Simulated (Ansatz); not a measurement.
# C: the cost of one run

Computed with Ansatz 0.2.0 (DFT PBE, scalar-relativistic, plane waves, PAW, unless a step's input says otherwise).

A COD entry behind a cell of this session may itself be a prediction, so a difference from it is no test against experiment.

41 further runs of the same task are left out: 41 set aside as unsound or not needed. Runs told in other sessions of the task aren't counted.

## (1) The starting structure

The structure is hexagonal, space group P6_3/mmc (No. 194). Conventional cell: a = 2.521 Å, b = 2.521 Å, c = 12.429 Å, α = 90.00°, β = 90.00°, γ = 120.00°. Around C (site symmetry 3m) lie 4 C at 1.55 to 1.57 Å. C (site symmetry 3m) has 4 C at 1.54 to 1.55 Å in its first shell of neighbours. C (site symmetry 3m) has 4 C at 1.55 Å in its first shell of neighbours.

Coordinates:

```xyz
12
Lattice="2.5205 0.0000 0.0000 -1.2603 2.1829 0.0000 0.0000 0.0000 12.4291" Properties=species:S:1:pos:R:3 pbc="T T T"
C     0.0000    0.0000    2.3225
C     0.0000    0.0000    8.5371
C     0.0000    0.0000    3.8921
C     0.0000    0.0000   10.1066
C     0.0000    1.4552    6.4727
C     1.2603    0.7276    0.2581
C     0.0000    1.4552   12.1710
C     1.2603    0.7276    5.9564
C     0.0000    1.4552    8.0180
C     1.2603    0.7276    1.8034
C     0.0000    1.4552   10.6257
C     1.2603    0.7276    4.4112
```

It is the result of an earlier relaxation at this level (volume 5.70 Å³/atom; gap on the mesh: 4.44 eV).

## (2) The scan

The energy is mapped over the lattice constants a and c of the conventional cell.

- lattice constant a (and b): 9 values from 2.344 to 2.697 Å
- lattice constant c: 9 values from 11.808 to 13.051 Å

Nothing else is relaxed (fractional coordinates fixed). Energies count from the relaxed crystal. Points are written as (first, second).

## (3) Point (2.344 Å, 12.274 Å)

The input, input.yaml:

```yaml
crystal:
  lattice:
    - [2.3441, 0.0, 0.0]
    - [-1.17205, 2.030050149, 0.0]
    - [0.0, 0.0, 12.2737]
  atoms:
    - { symbol: C, position: [0.0, 0.0, 0.1868593266] }
    - { symbol: C, position: [0.0, 0.0, 0.6868593266] }
    - { symbol: C, position: [0.0, 0.0, 0.3131406734] }
    - { symbol: C, position: [0.0, 0.0, 0.8131406734] }
    - { symbol: C, position: [0.3333333333, 0.6666666667, 0.5207665411] }
    - { symbol: C, position: [0.6666666667, 0.3333333333, 0.0207665411] }
    - { symbol: C, position: [0.3333333333, 0.6666666667, 0.9792334589] }
    - { symbol: C, position: [0.6666666667, 0.3333333333, 0.4792334589] }
    - { symbol: C, position: [0.3333333333, 0.6666666667, 0.6450950823] }
    - { symbol: C, position: [0.6666666667, 0.3333333333, 0.1450950823] }
    - { symbol: C, position: [0.3333333333, 0.6666666667, 0.8549049177] }
    - { symbol: C, position: [0.6666666667, 0.3333333333, 0.3549049177] }
basis:
  ecutwfc: 520.0
kpoints:
  mp_grid: { grid: [12, 12, 2] }
hamiltonian:
  xc: pbe
  pseudopotentials: { kind: paw, azcp: { folder: soft_1 } }
scf:
  occupations: { method: gaussian, width: 0.05 }
output:
  forces: true
  stress: true
  eigenvalues: true
```

Command:

```
$ ansatz run input.yaml --threads 2 --pin off --max-ram 4096MiB --backend cpu --events-out ev --progress --plain --runs-dir out
```

What time and memory should one allow on 2 threads of Arm Neoverse N1, shared host?

About 6 s, with a peak of 0.36 GiB.
